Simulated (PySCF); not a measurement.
**ZrH₃⁺: a search over shapes**

Aim: find the stationary points of ZrH₃⁺ from trigonal planar, trigonal pyramidal and T-shaped starts in the singlet state, tell minima from saddle points, and describe the lowest.

The runs use PySCF 2.14.0; PBE0, basis Zr def2-TZVP with ECP28, H def2-TZVP, scalar-relativistic core potentials, no spin–orbit coupling, density fitting.

## (1) The system as given

4 atoms, charge 1, spin multiplicity 1.

Bond lengths: Zr1–H2 1.823 Å, Zr1–H3 1.823 Å, Zr1–H4 1.823 Å. Angles: H2–Zr1–H3 120.0°, H2–Zr1–H4 120.0°, H3–Zr1–H4 120.0°.

```xyz
4
charge 1 multiplicity 1
Zr    0.0000    0.0000    0.0000
H     1.8228    0.0000    0.0000
H    -0.9114    1.5786    0.0000
H    -0.9114   -1.5786    0.0000
```

## (2) Relaxing the singlet from the trigonal planar start

One driver script runs all steps and calls PySCF; scf.py shows how it sets up the SCF of each step. The optimiser is the driver's own. Before each start the driver seeks the lowest SCF state from one or more starting densities and follows internal instabilities, so scf.py alone need not reach the same state.

The program finds D3h symmetry in the start, which this walk keeps. The walk stops when the largest gradient is under 0.0003 Eh/bohr and the energy has settled too.

scf.py reads:

```python
from pyscf import gto, scf, dft
mol = gto.M(atom='''
Zr    -0.000000    -0.000000    -0.000000
H      1.822805    -0.000004    -0.000000
H     -0.911399     1.578598    -0.000000
H     -0.911406    -1.578593     0.000000''',
    basis={'Zr': 'def2-TZVP', 'H': 'def2-TZVP'},
    ecp={'Zr': 'def2-TZVP'},
    charge=1, spin=0)
mf = dft.RKS(mol, xc='PBE0')
mf.grids.atom_grid = (50, 194)
aux = {'Zr': 'def2-universal-JKFIT', 'H': 'def2-universal-JKFIT'}
mf = mf.density_fit(auxbasis=aux)
mf.kernel()
```

Steps of the walk:

| step | energy (Eh) | change (kJ/mol) | largest symmetric gradient (Eh/bohr) |
| --- | --- | --- | --- |
| 0 | -48.433210 | 0.00 | 0.00768 |
| 1 | -48.433714 | -1.32 | 0.00438 |
| 2 | -48.433945 | -1.93 | 0.00024 |
| 3 | -48.433946 | -1.93 | 0.00001 |

The walk took 1.5 s on 4 threads, shared host.

End point (D3h, 3 steps, 1.9 kJ/mol gained): Zr–H 1.790 Å (×3); H–Zr–H 120.0° (×3).

## (3) Is it a minimum? Harmonic modes

On the finer grid the gradient is checked again; gradients at displacements of ±0.01 bohr then give force constants and infrared intensities.

Changes to scf.py since step 2:

```diff
@@ -3,4 +3,4 @@
-Zr    -0.000000    -0.000000    -0.000000
-H      1.822805    -0.000004    -0.000000
-H     -0.911399     1.578598    -0.000000
-H     -0.911406    -1.578593     0.000000''',
+Zr    -0.000000     0.000000     0.000000
+H      1.789659    -0.000004    -0.000000
+H     -0.894825     1.549892     0.000000
+H     -0.894833    -1.549888     0.000000''',
@@ -11 +11 @@
-mf.grids.atom_grid = (50, 194)
+mf.grids.atom_grid = (75, 302)
```

The driver hands on the density of the step before, so the log starts near convergence.

Log of the central SCF (cycles and frontier levels):

```text
init E= -48.4339502521563
  HOMO = -0.530021899962882  LUMO = -0.349749132218754  gap/eV = 4.90547
cycle= 1 E= -48.4339502521562  delta_E= 2.13e-14  |g|= 4.41e-07  |ddm|= 7.16e-07
  HOMO = -0.530021961823528  LUMO = -0.34974911441963  gap/eV = 4.90547
Extra cycle  E= -48.4339502521561  delta_E= 1.35e-13  |g|= 4.37e-07  |ddm|= 6.95e-07
converged SCF energy = -48.4339502521561
```

The whole step took 3.7 s.

Geometry: D3h; Zr–H 1.790 Å (×3); H–Zr–H 120.0° (×3).

Harmonic modes (main isotopes):

| symmetry | ω (cm⁻¹) | IR (km/mol) | type |
| --- | --- | --- | --- |
| a2'' | 513i | 486 | bend |
| e' | 873 | 50.1 | bend |
| e' | 1828 | 525 | stretch |
| a1' | 1842 | 0.0 | stretch |

With 1 mode imaginary (up to 513i cm⁻¹) this point is a saddle.

Constants and moments:

```
Dipole moment about the centre of mass                          : 0.00 D
Highest occupied level                                          : -14.42 eV
Lowest empty level                                              : -9.52 eV
Rotational constants                                            : 3.482, 3.482, 1.741 cm⁻¹
Zero-point energy (real modes)                                  : 43.3 kJ/mol
Principal polarisabilities                                      : 19.2, 44.1, 44.1 bohr³
Principal traceless quadrupole moments about the centre of mass : -4.40, -4.40, 8.80 D Å
```

Charges (e) and bond orders:

| atom | Mulliken | Löwdin | polar tensor | Mayer order to Zr1 |
| --- | --- | --- | --- | --- |
| Zr1 | 1.05 | 1.13 | 1.93 | – |
| H2,3,4 | -0.02 | -0.04 | -0.31 | 1.00 |

Mulliken populations on Zr1 (outside its core potential): s 2.56, p 6.36, d 2.00, f 0.03.

## (4) Downhill along the imaginary mode

The atoms are moved a little along the softest imaginary mode and relaxed again.

The program finds C3v symmetry in the start, which this walk keeps. The walk stops when the largest gradient is under 0.0003 Eh/bohr and the energy has settled too.

Changes to scf.py since step 3:

```diff
@@ -3,4 +3,4 @@
-Zr    -0.000000     0.000000     0.000000
-H      1.789659    -0.000004    -0.000000
-H     -0.894825     1.549892     0.000000
-H     -0.894833    -1.549888     0.000000''',
+Zr     0.000000    -0.000000     0.004036
+H      1.789659    -0.000004    -0.120000
+H     -0.894825     1.549892    -0.120000
+H     -0.894833    -1.549888    -0.120000''',
@@ -11 +11 @@
-mf.grids.atom_grid = (75, 302)
+mf.grids.atom_grid = (50, 194)
```

Steps of the walk:

| step | energy (Eh) | change (kJ/mol) | largest symmetric gradient (Eh/bohr) |
| --- | --- | --- | --- |
| 0 | -48.434707 | 0.00 | 0.00611 |
| 1 | -48.439337 | -12.16 | 0.00699 |
| 2 | -48.440323 | -14.75 | 0.01067 |
| 3 | -48.441630 | -18.18 | 0.00828 |
| 4 | -48.443007 | -21.79 | 0.00253 |
| 5 | -48.443103 | -22.04 | 0.00097 |
| 6 | -48.443110 | -22.06 | 0.00002 |

The walk took 3.2 s.

End point (C3v, 6 steps, 22.1 kJ/mol gained): Zr–H 1.788 Å (×3); H–Zr–H 105.8° (×3).

## (5) Is it a minimum? Harmonic modes

The same treatment as at the point before.

Changes to scf.py since step 4:

```diff
@@ -3,4 +3,4 @@
-Zr     0.000000    -0.000000     0.004036
-H      1.789659    -0.000004    -0.120000
-H     -0.894825     1.549892    -0.120000
-H     -0.894833    -1.549888    -0.120000''',
+Zr    -0.000000    -0.000000     0.022661
+H      1.646512    -0.000004    -0.673846
+H     -0.823253     1.425923    -0.673846
+H     -0.823260    -1.425919    -0.673846''',
@@ -11 +11 @@
-mf.grids.atom_grid = (50, 194)
+mf.grids.atom_grid = (75, 302)
```

SCF at the final geometry:

```text
init E= -48.443118329845
  HOMO = -0.542812729432062  LUMO = -0.338614381799145  gap/eV = 5.55652
cycle= 1 E= -48.4431183297233  delta_E= 1.22e-10  |g|= 3.18e-05  |ddm|= 6.89e-05
  HOMO = -0.542807809189501  LUMO = -0.338602044270276  gap/eV = 5.55672
cycle= 2 E= -48.4431183295246  delta_E= 1.99e-10  |g|= 4.02e-05  |ddm|= 8.64e-05
  HOMO = -0.542810788348665  LUMO = -0.338608939159358  gap/eV = 5.55662
cycle= 3 E= -48.4431183300579  delta_E= -5.33e-10  |g|= 9.65e-07  |ddm|= 4.83e-05
  HOMO = -0.542810868217209  LUMO = -0.338608924044421  gap/eV = 5.55662
cycle= 4 E= -48.4431183300581  delta_E= -1.85e-13  |g|= 4.82e-08  |ddm|= 8.3e-07
  HOMO = -0.542810871412138  LUMO = -0.338608933222021  gap/eV = 5.55662
Extra cycle  E= -48.443118330058  delta_E= 9.95e-14  |g|= 3.75e-08  |ddm|= 9.17e-08
converged SCF energy = -48.443118330058
```

The whole step took 4.2 s.

Geometry: C3v; Zr–H 1.788 Å (×3); H–Zr–H 105.8° (×3).

Modes, for the most abundant isotopes:

```json
{"symmetry": "a1", "ω (cm⁻¹)": "415", "IR (km/mol)": "152"}
{"symmetry": "e", "ω (cm⁻¹)": "514", "IR (km/mol)": "74.8"}
{"symmetry": "e", "ω (cm⁻¹)": "1836", "IR (km/mol)": "342"}
{"symmetry": "a1", "ω (cm⁻¹)": "1866", "IR (km/mol)": "20.6"}
```

All wavenumbers are real: a minimum.

Properties at this point:

```yaml
Dipole_moment_about_the_centre_of_mass: 3.23 D
Highest_occupied_level: -14.77 eV
Lowest_empty_level: -9.21 eV
Rotational_constants: 3.055, 3.055, 2.057 cm⁻¹
Zero-point_energy: 41.8 kJ/mol
Principal_polarisabilities: 24.8, 43.7, 43.7 bohr³
Principal_traceless_quadrupole_moments_about_the_centre_of_mass: -2.45, -2.45, 4.91 D Å
Entropy_at_298.15_K_and_1_bar: 236.8 J/(mol K)
Heat_capacity_Cp_at_298.15_K: 49.7 J/(mol K)
Enthalpy_at_298.15_K_above_0_K: 11.82 kJ/mol
Rotational_symmetry_number: 3
```

Populations by atom (charges in e):

```csv
atom,Mulliken,Löwdin,polar tensor,Mayer order to Zr1
Zr1,1.04,1.12,1.81,–
"H2,3,4",-0.01,-0.04,-0.27,0.99
```

Outer orbital energies (eV). occupied: -66.40, -42.77, -42.40, -42.40, -14.86, -14.77, -14.77; empty: -9.21, -8.95, -8.95, -7.35.

Mulliken populations on Zr1 (outside its core potential): s 2.73, p 6.25, d 1.95, f 0.02.

## (6) Trigonal pyramidal start, singlet: relaxation

The program finds C3v symmetry in the start, which this walk keeps. The walk stops when the largest gradient is under 0.0003 Eh/bohr and the energy has settled too.

Changes to scf.py since step 5:

```diff
@@ -3,4 +3,4 @@
-Zr    -0.000000    -0.000000     0.022661
-H      1.646512    -0.000004    -0.673846
-H     -0.823253     1.425923    -0.673846
-H     -0.823260    -1.425919    -0.673846''',
+Zr     0.000000     0.000000    -0.027844
+H      1.609411    -0.000009     0.827956
+H     -0.804697     1.393795     0.827956
+H     -0.804714    -1.393786     0.827956''',
@@ -11 +11 @@
-mf.grids.atom_grid = (75, 302)
+mf.grids.atom_grid = (50, 194)
```

Steps of the walk:

| step | energy (Eh) | change (kJ/mol) | largest symmetric gradient (Eh/bohr) |
| --- | --- | --- | --- |
| 0 | -48.441510 | 0.00 | 0.01586 |
| 1 | -48.442327 | -2.14 | 0.00999 |
| 2 | -48.442955 | -3.79 | 0.00124 |
| 3 | -48.443042 | -4.02 | 0.00129 |
| 4 | -48.443109 | -4.20 | 0.00042 |
| 5 | -48.443110 | -4.20 | 0.00013 |

The walk took 2.3 s on 4 threads, shared host.

Geometry (Å) and forces (eV/Å) at some steps:

```
step 0
Zr   0.000   0.000  -0.028   0.002   0.000   0.815
H    1.609   0.000   0.828  -0.336   0.000  -0.273
H   -0.805   1.394   0.828   0.167  -0.290  -0.271
H   -0.805  -1.394   0.828   0.167   0.290  -0.271
step 1
Zr   0.000   0.000  -0.003   0.002   0.000   0.514
H    1.609   0.000   0.820  -0.181   0.000  -0.172
H   -0.804   1.393   0.820   0.090  -0.155  -0.171
H   -0.804  -1.393   0.820   0.090   0.155  -0.171
step 3
Zr   0.000   0.000   0.065   0.000   0.000  -0.010
H    1.626   0.000   0.797   0.066   0.000   0.004
H   -0.813   1.408   0.797  -0.033   0.058   0.003
H   -0.813  -1.408   0.797  -0.033  -0.058   0.003
step 5
Zr   0.000   0.000   0.091  -0.001   0.000  -0.006
H    1.646   0.000   0.788   0.004   0.000   0.003
H   -0.823   1.425   0.788  -0.001   0.004   0.002
H   -0.823  -1.425   0.788  -0.001  -0.004   0.002
```

End point (C3v, 5 steps, 4.2 kJ/mol gained): Zr–H 1.787 Å (×3); H–Zr–H 105.8° (×3).

## (7) Relaxing the singlet from the T-shaped start

The program finds C2v symmetry in the start, which this walk keeps. Threshold on the gradient: 0.0003 Eh/bohr, with a further test on the energy change.

Changes to scf.py since step 6:

```diff
@@ -3,4 +3,4 @@
-Zr     0.000000     0.000000    -0.027844
-H      1.609411    -0.000009     0.827956
-H     -0.804697     1.393795     0.827956
-H     -0.804714    -1.393786     0.827956''',
+Zr     0.000000     0.000000    -0.021148
+H      0.000000     0.000000     1.801652
+H      1.821700    -0.000000     0.042452
+H     -1.821700     0.000000     0.042452''',
```

The optimiser's trace:

| step | energy (Eh) | change (kJ/mol) | largest symmetric gradient (Eh/bohr) |
| --- | --- | --- | --- |
| 0 | -48.361154 | 0.00 | 0.02025 |
| 1 | -48.366534 | -14.12 | 0.02193 |
| 2 | -48.369038 | -20.70 | 0.03878 |
| 3 | -48.374930 | -36.17 | 0.03137 |
| 4 | -48.375373 | -37.33 | 0.03385 |
| 5 | -48.376948 | -41.47 | 0.03906 |
| 6 | -48.381123 | -52.43 | 0.04852 |
| 7 | -48.393434 | -84.75 | 0.06060 |
| 8 | -48.413764 | -138.13 | 0.02771 |
| 9 | -48.416920 | -146.41 | 0.00620 |
| 10 | -48.417339 | -147.51 | 0.00118 |
| 11 | -48.417358 | -147.56 | 0.00004 |

The walk took 4.9 s.

End point (C2v, 11 steps, 147.6 kJ/mol gained): Zr–H 1.730 Å, Zr–H 1.769 Å (×2); H–Zr–H 60.7° (×2), H–Zr–H 121.4°.

## (8) Frequencies

As before: finer grid, then central differences.

Changes to scf.py since step 7:

```diff
@@ -3,4 +3,4 @@
-Zr     0.000000     0.000000    -0.021148
-H      0.000000     0.000000     1.801652
-H      1.821700    -0.000000     0.042452
-H     -1.821700     0.000000     0.042452''',
+Zr    -0.000000    -0.000000    -0.037616
+H     -0.000000     0.000000     1.692430
+H      1.542651    -0.000000     0.827754
+H     -1.542651     0.000000     0.827754''',
@@ -11 +11 @@
-mf.grids.atom_grid = (50, 194)
+mf.grids.atom_grid = (75, 302)
```

SCF at the final geometry:

```text
init E= -48.4173157660714
  HOMO = -0.476841653497049  LUMO = -0.328109118193716  gap/eV = 4.04722
cycle= 1 E= -48.4173157652742  delta_E= 7.97e-10  |g|= 6.42e-05  |ddm|= 0.000111
  HOMO = -0.476832615986686  LUMO = -0.32808943526732  gap/eV = 4.04751
cycle= 2 E= -48.4173157632435  delta_E= 2.03e-09  |g|= 0.000101  |ddm|= 0.000169
  HOMO = -0.476837423832274  LUMO = -0.328101013044622  gap/eV = 4.04732
cycle= 3 E= -48.4173157666417  delta_E= -3.4e-09  |g|= 2.23e-06  |ddm|= 0.000102
  HOMO = -0.476837756763648  LUMO = -0.328101227912474  gap/eV = 4.04733
cycle= 4 E= -48.4173157666431  delta_E= -1.39e-12  |g|= 1.19e-07  |ddm|= 1.91e-06
  HOMO = -0.476837767815659  LUMO = -0.328101240306723  gap/eV = 4.04733
Extra cycle  E= -48.4173157666433  delta_E= -1.99e-13  |g|= 6.22e-08  |ddm|= 6.6e-07
converged SCF energy = -48.4173157666433
```

The whole step took 7 s.

Geometry: C2v; Zr–H 1.730 Å, Zr–H 1.769 Å (×2); H–Zr–H 60.7° (×2), H–Zr–H 121.4°.

Modes, for the most abundant isotopes:

| symmetry | ω (cm⁻¹) | IR (km/mol) | μ (u) | type |
| --- | --- | --- | --- | --- |
| b1 | 716i | 105 | 1.01 | bend |
| b2 | 883 | 118 | 1.01 | bend |
| a1 | 896 | 9.5 | 1.02 | bend |
| a1 | 1816 | 1.1 | 1.01 | stretch |
| b2 | 1832 | 256 | 1.03 | stretch |
| a1 | 1914 | 36.5 | 1.02 | stretch |

1 mode is imaginary, the largest at 716i cm⁻¹: a saddle point, not a minimum.

Constants and moments:

| Quantity | Value |
| --- | --- |
| Dipole moment about the centre of mass | 4.12 D |
| Highest occupied level | -12.98 eV |
| Lowest empty level | -8.93 eV |
| Rotational constants | 3.836, 3.514, 1.834 cm⁻¹ |
| Zero-point energy (real modes) | 43.9 kJ/mol |
| Principal polarisabilities | 16.2, 34.9, 47.2 bohr³ |
| Principal traceless quadrupole moments about the centre of mass | -6.54, -1.12, 7.66 D Å |

Populations by atom (charges in e):

| atom | Mulliken | Löwdin | polar tensor | Mayer order to Zr1 |
| --- | --- | --- | --- | --- |
| Zr1 | 0.77 | 0.96 | 1.56 | – |
| H2 | 0.15 | 0.06 | -0.06 | 0.94 |
| H3,4 | 0.04 | -0.01 | -0.25 | 0.99 |

Mulliken populations on Zr1 (outside its core potential): s 2.57, p 6.27, d 2.37, f 0.02.

## (9) Leaving the saddle point

The start is the last point, displaced along its most imaginary mode.

The program finds Cs symmetry in the start, which this walk keeps. Threshold on the gradient: 0.0003 Eh/bohr, with a further test on the energy change.

Changes to scf.py since step 8:

```diff
@@ -3,4 +3,4 @@
-Zr    -0.000000    -0.000000    -0.037616
-H     -0.000000     0.000000     1.692430
-H      1.542651    -0.000000     0.827754
-H     -1.542651     0.000000     0.827754''',
+Zr     0.000000     0.001344    -0.037533
+H     -0.000000     0.120000     1.692513
+H      1.542651    -0.119952     0.827837
+H     -1.542651    -0.119952     0.827837''',
@@ -11 +11 @@
-mf.grids.atom_grid = (75, 302)
+mf.grids.atom_grid = (50, 194)
```

Energy and gradient, step by step:

| step | energy (Eh) | change (kJ/mol) | largest symmetric gradient (Eh/bohr) |
| --- | --- | --- | --- |
| 0 | -48.418775 | 0.00 | 0.00393 |
| 1 | -48.426017 | -19.02 | 0.01184 |
| 2 | -48.427079 | -21.80 | 0.02452 |
| 3 | -48.431994 | -34.71 | 0.01431 |
| 4 | -48.435625 | -44.24 | 0.00631 |
| 5 | -48.438227 | -51.07 | 0.00912 |
| 6 | -48.440174 | -56.18 | 0.01454 |
| 7 | -48.441259 | -59.03 | 0.01397 |
| 8 | -48.442517 | -62.34 | 0.00784 |
| 9 | -48.442579 | -62.50 | 0.00458 |
| 10 | -48.442972 | -63.53 | 0.00141 |
| 11 | -48.443008 | -63.63 | 0.00133 |
| 12 | -48.443104 | -63.88 | 0.00061 |
| 13 | -48.443110 | -63.89 | 0.00031 |
| 14 | -48.443111 | -63.90 | 0.00001 |

The walk took 6.3 s.

It settles in C3v symmetry, 63.9 kJ/mol below the start, after 14 steps: Zr–H 1.788 Å (×3); H–Zr–H 105.8° (×3).

## (10) Stability of the closed shell

At the lowest minimum the closed shell is tested against spin polarisation, on the (50, 194) grid. It is stable.

## (11) The points found, side by side

| spin | group | bonds | imaginary modes (cm⁻¹) | ΔE (kJ/mol) | with zero-point energy |
| --- | --- | --- | --- | --- | --- |
| singlet | C3v | Zr–H 1.788 Å (×3) | none | 0.0 | 0.0 |
| singlet | D3h | Zr–H 1.790 Å (×3) | 513i | 24.1 | – |
| singlet | C2v | Zr–H 1.730 Å, Zr–H 1.769 Å (×2) | 716i | 67.7 | – |

## (12) What came out

```
                            quantity                                   value
                      lowest minimum                            singlet, C3v
                            geometry   Zr–H 1.788 Å (×3); H–Zr–H 105.8° (×3)
                  wavenumbers (cm⁻¹)  415 (a1), 514 (e), 1836 (e), 1866 (a1)
      dipole moment (centre of mass)                                  3.23 D
highest occupied, lowest empty level                        -14.77, -9.21 eV
          polar-tensor charge of Zr1                                 +1.81 e
                   zero-point energy                             41.8 kJ/mol
                 entropy at 298.15 K                         236.8 J/(mol K)
```

What this shows: The lowest minimum found is the singlet of C3v symmetry. In the infrared the band at 1836 cm⁻¹ (e, stretch) leads. A search over typed starts can miss a lower isomer.

The search up to here took 38 s on 4 threads, shared host.
